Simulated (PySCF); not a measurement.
# CH₁₀N₂Si₂: electronic excitations and core binding energies

Aim: predict the electronic excitations and core binding energies of CH₁₀N₂Si₂ (`NC[SiH2]N[SiH3]`).

Programs: PySCF 2.14.0, with density-fitted response routines of our own. Each step states its level of theory. These are calculated values for one molecule in the gas phase, unless marked as measured. Atoms are numbered from 0 throughout.

## Step 1: The molecule as given

15 atoms, charge 0, multiplicity 1; geometry from: GFN2-xTB.

Bonds of the start (Å): N0–C1 1.46, C1–Si2 1.91, Si2–N3 1.72, N3–Si4 1.73, N0–H5 1.01, N0–H6 1.02, C1–H7 1.10, C1–H8 1.09, Si2–H9 1.47, Si2–H10 1.47, N3–H11 1.01, Si4–H12 1.46, Si4–H13 1.46, Si4–H14 1.47.

## Step 2: Ultraviolet spectrum: PBE0/def2-SVPD

Job settings and geometry (Å):

```
{"job": {"kind": "uv", "xc": "PBE0", "basis": "def2-SVPD", "nstates": 8, "ntriplets": 3}, "charge": 0, "multiplicity": 1}
N     -2.014456    -0.964577     0.218046
C     -1.882915     0.383447    -0.327059
Si    -0.133870     0.623167    -1.046102
N      0.937758    -0.127464     0.075926
Si     2.663520    -0.065399     0.181809
H     -1.888706    -1.646450    -0.522339
H     -2.943498    -1.105302     0.604547
H     -2.642058     0.611681    -1.089773
H     -2.052334     1.081136     0.495321
H      0.153193     2.052804    -1.207039
H     -0.040599    -0.042403    -2.355598
H      0.463722    -0.623865     0.814976
H      3.066400    -1.208559     1.002478
H      3.199008    -0.147175    -1.176702
H      3.110421     1.186949     0.803940
```

Level: TDDFT PBE0/def2-SVPD, vertical, gas phase, core orbitals frozen in the response.

Started as:

```sh
> OMP_NUM_THREADS=1 python probes_run.py task.json out
```

One launch serves the whole session: the jobs run in the order shown.

What it wrote:

```text
coarse grid: 12664 points
cycle   1  E = -731.7945196134  dE =  1.668e-01  |g| = 5.086e-01  |ddm| = 4.633e+00
cycle   2  E = -731.7310615721  dE =  6.346e-02  |g| = 7.268e-01  |ddm| = 1.830e+00
cycle   3  E = -731.8527226626  dE = -1.217e-01  |g| = 5.863e-02  |ddm| = 9.776e-01
cycle   4  E = -731.8534524461  dE = -7.298e-04  |g| = 2.616e-02  |ddm| = 1.157e-01
cycle   5  E = -731.8536126503  dE = -1.602e-04  |g| = 6.682e-03  |ddm| = 4.593e-02
cycle   6  E = -731.8536230560  dE = -1.041e-05  |g| = 1.411e-03  |ddm| = 9.947e-03
cycle   7  E = -731.8536234917  dE = -4.358e-07  |g| = 4.088e-04  |ddm| = 3.187e-03
final grid: 110768 points
cycle   8  E = -731.9362269713  dE = -1.627e-05  |g| = 7.398e-03  |ddm| = 6.423e-02
cycle   9  E = -731.9362149622  dE =  1.201e-05  |g| = 1.035e-02  |ddm| = 2.396e-02
cycle  10  E = -731.9362399435  dE = -2.498e-05  |g| = 6.595e-04  |ddm| = 1.325e-02
cycle  11  E = -731.9362400464  dE = -1.029e-07  |g| = 1.897e-04  |ddm| = 9.048e-04
cycle  12  E = -731.9362400545  dE = -8.136e-09  |g| = 4.872e-05  |ddm| = 2.624e-04
cycle  13  E = -731.9362400551  dE = -5.298e-10  |g| = 1.916e-05  |ddm| = 9.314e-05
converged SCF energy = -731.9362400551

Static polarisability (au): isotropic 82.828, principal 72.399 79.612 96.473

Singlet excitations
state   eV       nm        f      main configurations
  1   5.9186    209.5   0.00820   H->L 0.79, H-1->L 0.16
  2   6.0986    203.3   0.00258   H->L+1 0.44, H-1->L 0.41
  3   6.4303    192.8   0.02298   H->L+1 0.48, H-1->L 0.37, H->L 0.11
  4   6.5737    188.6   0.00524   H-1->L+1 0.81
  5   7.0977    174.7   0.02553   H->L+2 0.74, H-1->L+2 0.19
  6   7.1086    174.4   0.01762   H->L+3 0.71
  7   7.2263    171.6   0.00253   H->L+4 0.52, H-1->L+4 0.15, H->L+3 0.10
  8   7.3433    168.8   0.01057   H-1->L+3 0.56, H->L+4 0.14, H-1->L+2 0.12

Triplet excitations (Tamm-Dancoff, eV): 5.6324 5.8262 6.2791
```

Wall time 44 s (1 thread of Arm Neoverse N1, shared host); peak memory 0.75 GiB.

Frontier orbitals and where they lie:

```csv
orbital,eV,atoms
HOMO−3,-9.40,"Si4 20 %, Si2 20 %, H10 14 %"
HOMO−2,-8.87,"C1 34 %, Si2 20 %, N0 14 %"
HOMO−1,-7.25,"N3 30 %, N0 25 %, Si2 8 %"
HOMO,-7.00,"N0 34 %, N3 25 %, C1 10 %"
LUMO,0.19,"Si4 25 %, Si2 16 %, N3 8 %"
LUMO+1,0.50,"Si2 20 %, C1 16 %, H7 9 %"
LUMO+2,1.08,"Si4 50 %, H14 11 %, H12 10 %"
```

With each of the 8 states as a Gaussian band of 0.4 eV half-width at 1/e, the curve within the window shown has maxima at 174 nm (ε 2,200) L/(mol cm). Beyond the last state computed it falls off for lack of states. The curve at chosen wavelengths:

```json
{"nm": "162", "ε (L/mol/cm)": "559"}
{"nm": "165", "ε (L/mol/cm)": "1064"}
{"nm": "168", "ε (L/mol/cm)": "1637"}
{"nm": "170", "ε (L/mol/cm)": "1958"}
{"nm": "173", "ε (L/mol/cm)": "2217"}
{"nm": "176", "ε (L/mol/cm)": "2169"}
{"nm": "179", "ε (L/mol/cm)": "1922"}
{"nm": "182", "ε (L/mol/cm)": "1654"}
{"nm": "184", "ε (L/mol/cm)": "1526"}
{"nm": "187", "ε (L/mol/cm)": "1424"}
{"nm": "190", "ε (L/mol/cm)": "1383"}
{"nm": "193", "ε (L/mol/cm)": "1334"}
{"nm": "196", "ε (L/mol/cm)": "1240"}
{"nm": "198", "ε (L/mol/cm)": "1154"}
{"nm": "201", "ε (L/mol/cm)": "1005"}
{"nm": "204", "ε (L/mol/cm)": "853"}
{"nm": "207", "ε (L/mol/cm)": "711"}
{"nm": "210", "ε (L/mol/cm)": "583"}
{"nm": "212", "ε (L/mol/cm)": "504"}
{"nm": "215", "ε (L/mol/cm)": "396"}
{"nm": "218", "ε (L/mol/cm)": "299"}
{"nm": "221", "ε (L/mol/cm)": "216"}
{"nm": "224", "ε (L/mol/cm)": "149"}
{"nm": "226", "ε (L/mol/cm)": "113"}
{"nm": "229", "ε (L/mol/cm)": "72"}
{"nm": "232", "ε (L/mol/cm)": "44"}
```

Further results of this job:

```csv
property,computed
dipole moment (D),1.92
polarisability (Å³),12.27
HOMO–LUMO gap (eV),7.19
−ε(HOMO) (eV),7.00
```

## Step 3: Core holes by ΔSCF: SCAN, X2C

Same as in step 2 but for these lines:

```diff
@@ -1,2 +1,2 @@
-{"job": {"kind": "uv", "xc": "PBE0", "basis": "def2-SVPD", "nstates": 8, "ntriplets": 3}, "charge": 0, "multiplicity": 1}
+{"job": {"kind": "xps"}, "charge": 0, "multiplicity": 1}
 N     -2.014456    -0.964577     0.218046
```

Method: delta-SCF UKS SCAN, pcX-2 on the ionised atom, pcseg-1 elsewhere, spin-free X2C.

What it wrote:

```text
ground state, core basis on atom 0 (N), 159 functions
  cycle   1  E = -733.61194444  |g| = 6.47e-01
  cycle   2  E = -733.43287988  |g| = 1.07e+00
  cycle   3  E = -733.70519913  |g| = 9.36e-02
  cycle   4  E = -733.70721603  |g| = 4.32e-02
  cycle   5  E = -733.70766961  |g| = 1.27e-02
  cycle   6  E = -733.70770761  |g| = 3.33e-03
  cycle   7  E = -733.70770793  |g| = 1.66e-03
  cycle   8  E = -733.70770967  |g| = 2.99e-04
  E(ground) = -733.77864536 Eh
hole in N 1s of atom 0
  cycle   1  E = -718.13171328  |g| = 1.85e+00
  cycle   2  E = -715.94623225  |g| = 2.42e+00
  cycle   3  E = -718.56364364  |g| = 7.21e-01
  cycle   4  E = -718.74235300  |g| = 4.09e-01
  cycle   5  E = -718.81282894  |g| = 1.44e-01
  cycle   6  E = -718.82218147  |g| = 1.81e-02
  cycle   7  E = -718.82236455  |g| = 5.95e-03
  cycle   8  E = -718.82238412  |g| = 2.48e-03
  cycle   9  E = -718.82238784  |g| = 1.08e-03
  cycle  10  E = -718.82238883  |g| = 2.82e-04
  E(ion) = -718.89227257 Eh   <S^2> = 0.7652   hole on atom = 1.000   binding energy = 405.079 eV
ground state, core basis on atom 1 (C), 159 functions
  cycle   1  E = -733.69637120  |g| = 6.01e-02
  cycle   2  E = -733.69625329  |g| = 3.34e-02
  cycle   3  E = -733.69633173  |g| = 2.72e-02
  cycle   4  E = -733.69649315  |g| = 1.63e-03
  cycle   5  E = -733.69649357  |g| = 3.73e-04
  E(ground) = -733.76837161 Eh
hole in C 1s of atom 1
  cycle   1  E = -722.43966373  |g| = 1.51e+00
  cycle   2  E = -720.53567708  |g| = 2.30e+00
  cycle   3  E = -722.85043248  |g| = 5.62e-01
  cycle   4  E = -722.95028591  |g| = 3.61e-01
  cycle   5  E = -723.00559317  |g| = 9.40e-02
  cycle   6  E = -723.00904603  |g| = 3.12e-02
  cycle   7  E = -723.00945619  |g| = 1.17e-02
  cycle   8  E = -723.00953757  |g| = 3.83e-03
  cycle   9  E = -723.00955160  |g| = 1.83e-03
  cycle  10  E = -723.00955580  |g| = 5.15e-04
  cycle  11  E = -723.00955585  |g| = 1.83e-04
  E(ion) = -723.08037926 Eh   <S^2> = 0.7709   hole on atom = 1.000   binding energy = 290.835 eV
ground state, core basis on atom 2 (Si), 170 functions
  cycle   1  E = -733.79362921  |g| = 2.88e-01
  cycle   2  E = -733.79369364  |g| = 4.23e-02
  cycle   3  E = -733.79364800  |g| = 3.56e-02
  cycle   4  E = -733.79386452  |g| = 1.06e-02
  cycle   5  E = -733.79388911  |g| = 1.65e-03
  cycle   6  E = -733.79388968  |g| = 2.65e-04
  E(ground) = -733.82468959 Eh
hole in Si 1s of atom 2
  cycle   1  E = -664.87485918  |g| = 4.35e+00
  cycle   2  E = -664.93062589  |g| = 2.16e+00
  cycle   3  E = -665.57825175  |g| = 7.80e-01
  cycle   4  E = -665.89126644  |g| = 2.95e-01
  cycle   5  E = -665.92556298  |g| = 1.29e-01
  cycle   6  E = -665.93314975  |g| = 3.24e-02
  cycle   7  E = -665.93348069  |g| = 1.77e-02
  cycle   8  E = -665.93362054  |g| = 4.70e-03
  cycle   9  E = -665.93363188  |g| = 9.05e-04
  cycle  10  E = -665.93363255  |g| = 3.18e-04
  E(ion) = -665.97193047 Eh   <S^2> = 0.7521   hole on atom = 1.000   binding energy = 1846.368 eV
hole in Si 2p of atom 2
  cycle   1  E = -729.53449376  |g| = 1.24e+00
  cycle   2  E = -729.40381674  |g| = 1.11e+00
  cycle   3  E = -729.81811711  |g| = 2.71e-01
  cycle   4  E = -729.85380168  |g| = 1.13e-01
  cycle   5  E = -729.85851660  |g| = 5.00e-02
  cycle   6  E = -729.85974073  |g| = 1.03e-02
  cycle   7  E = -729.85977803  |g| = 5.49e-03
  cycle   8  E = -729.85979140  |g| = 9.55e-04
  cycle   9  E = -729.85979311  |g| = 2.19e-04
  E(ion) = -729.90123454 Eh   <S^2> = 0.7517   hole on atom = 1.002   binding energy = 106.763 eV
  2p3/2 = 106.537 eV   2p1/2 = 107.160 eV
ground state, core basis on atom 3 (N), 159 functions
  cycle   1  E = -733.71044356  |g| = 7.55e-02
  cycle   2  E = -733.71047771  |g| = 2.14e-02
  cycle   3  E = -733.71049672  |g| = 2.12e-02
  cycle   4  E = -733.71059492  |g| = 5.53e-03
  cycle   5  E = -733.71060603  |g| = 6.39e-04
  cycle   6  E = -733.71060651  |g| = 1.82e-04
  E(ground) = -733.78132779 Eh
hole in N 1s of atom 3
  cycle   1  E = -718.15926413  |g| = 1.87e+00
  cycle   2  E = -717.06558731  |g| = 2.27e+00
  cycle   3  E = -718.76834636  |g| = 4.96e-01
  cycle   4  E = -718.82581346  |g| = 3.26e-01
  cycle   5  E = -718.87394699  |g| = 8.11e-02
  cycle   6  E = -718.87673848  |g| = 1.17e-02
  cycle   7  E = -718.87678953  |g| = 7.49e-03
  cycle   8  E = -718.87681937  |g| = 1.55e-03
  cycle   9  E = -718.87681934  |g| = 5.55e-04
  cycle  10  E = -718.87682003  |g| = 1.57e-04
  E(ion) = -718.94613376 Eh   <S^2> = 0.7653   hole on atom = 1.000   binding energy = 403.686 eV
ground state, core basis on atom 4 (Si), 170 functions
  cycle   1  E = -733.79182717  |g| = 2.88e-01
  cycle   2  E = -733.79192713  |g| = 4.08e-02
  cycle   3  E = -733.79195198  |g| = 2.89e-02
  cycle   4  E = -733.79205054  |g| = 7.09e-03
  cycle   5  E = -733.79206075  |g| = 1.18e-03
  cycle   6  E = -733.79206217  |g| = 1.74e-04
  E(ground) = -733.82315978 Eh
hole in Si 1s of atom 4
  cycle   1  E = -664.87367896  |g| = 4.35e+00
  cycle   2  E = -663.27672886  |g| = 2.47e+00
  cycle   3  E = -656.28816103  |g| = 2.94e+00
  cycle   4  E = -665.79661933  |g| = 4.84e-01
  cycle   5  E = -665.87996010  |g| = 2.88e-01
  cycle   6  E = -665.91901167  |g| = 9.91e-02
  cycle   7  E = -665.92380950  |g| = 4.50e-02
  cycle   8  E = -665.92467730  |g| = 2.07e-02
  cycle   9  E = -665.92485546  |g| = 7.18e-03
  cycle  10  E = -665.92488081  |g| = 1.34e-03
  cycle  11  E = -665.92488127  |g| = 2.97e-04
  E(ion) = -665.96358126 Eh   <S^2> = 0.7521   hole on atom = 1.000   binding energy = 1846.553 eV
hole in Si 2p of atom 4
  cycle   1  E = -729.53192089  |g| = 1.23e+00
  cycle   2  E = -727.75811913  |g| = 1.60e+00
  cycle   3  E = -729.44586528  |g| = 8.70e-01
  cycle   4  E = -729.81171330  |g| = 2.16e-01
  cycle   5  E = -729.84337744  |g| = 1.20e-01
  cycle   6  E = -729.84914389  |g| = 4.60e-02
  cycle   7  E = -729.85007150  |g| = 1.53e-02
  cycle   8  E = -729.85018025  |g| = 4.06e-03
  cycle   9  E = -729.85018703  |g| = 1.25e-03
  cycle  10  E = -729.85018711  |g| = 4.47e-04
  E(ion) = -729.89243512 Eh   <S^2> = 0.7517   hole on atom = 1.002   binding energy = 106.960 eV
  2p3/2 = 106.734 eV   2p1/2 = 107.357 eV
```

Run time: 2.1 min. Hardware: 1 thread of Arm Neoverse N1, shared host; peak memory 0.63 GiB.

Binding energies by hole, beside the orbital energy of the ground state; the difference holds orbital relaxation and, for a density functional, its self-interaction error:

```csv
hole,stands for,environment,ΔSCF (eV; 2p as the shell's mean),−ε (eV),⟨S²⟩
N1s on N0,N0,amine nitrogen,405.08,385.7,0.765
C1s on C1,C1,sp3 CH2 bonded to N and Si,290.84,274.0,0.771
Si1s on Si2,Si2,"silicon bonded to C, N, 2 H",1846.37,1793.2,0.752
Si2p on Si2,Si2,"silicon bonded to C, N, 2 H",106.74,96.0,0.752
N1s on N3,N3,"nitrogen bonded to 2 Si, H",403.69,385.0,0.765
Si1s on Si4,Si4,"silicon bonded to N, 3 H",1846.55,1793.2,0.752
Si2p on Si4,Si4,"silicon bonded to N, 3 H",106.94,96.0,0.752
```

With the spin-orbit splitting: Si2 2p3/2 106.54, 2p1/2 107.16 eV; Si4 2p3/2 106.73, 2p1/2 107.36 eV. The table gives each 2p level as the mean over the whole 2p shell (two parts 2p3/2, one part 2p1/2), which differs a little from the single hole in the log.

## Step 4: Summary of results

| quantity | value |
| --- | --- |
| lowest singlet (PBE0/def2-SVPD) | 5.92 eV (209 nm), f = 0.008 |
| brightest single state of those computed | state 5, 7.10 eV, f = 0.026 |
| lowest triplet | 5.63 eV |
| N1s binding energies, SCAN/pcX-2 | N0 405.08, N3 403.69 eV |
| Si1s binding energies, SCAN/pcX-2 | Si4 1846.55, Si2 1846.37 eV |
| Si2p binding energies, SCAN/pcX-2 | Si4 106.94, Si2 106.74 eV |
| C1s binding energies, SCAN/pcX-2 | C1 290.84 eV |

What this shows: The first singlet state (HOMO→LUMO 0.79, HOMO−1→LUMO 0.16) lies at 5.92 eV and is weak; of the 8 states computed, the strongest absorption comes from states 5 to 6 together at 7.10 eV. The lowest triplet lies 0.29 eV below the lowest singlet (triplets in Tamm-Dancoff, singlets in full TDDFT). States above −ε(HOMO) lie where TDDFT describes them poorly and they hang on the basis; the brightest is among them. N0 (amine nitrogen) binds its N1s electron 1.39 eV more tightly than N3 (nitrogen bonded to 2 Si, H). The Si1s levels kept as sound span 0.19 eV, from Si2 (silicon bonded to C, N, 2 H) up to Si4 (silicon bonded to N, 3 H). Si4 (silicon bonded to N, 3 H) binds its Si2p electron 0.20 eV more tightly than Si2 (silicon bonded to C, N, 2 H).
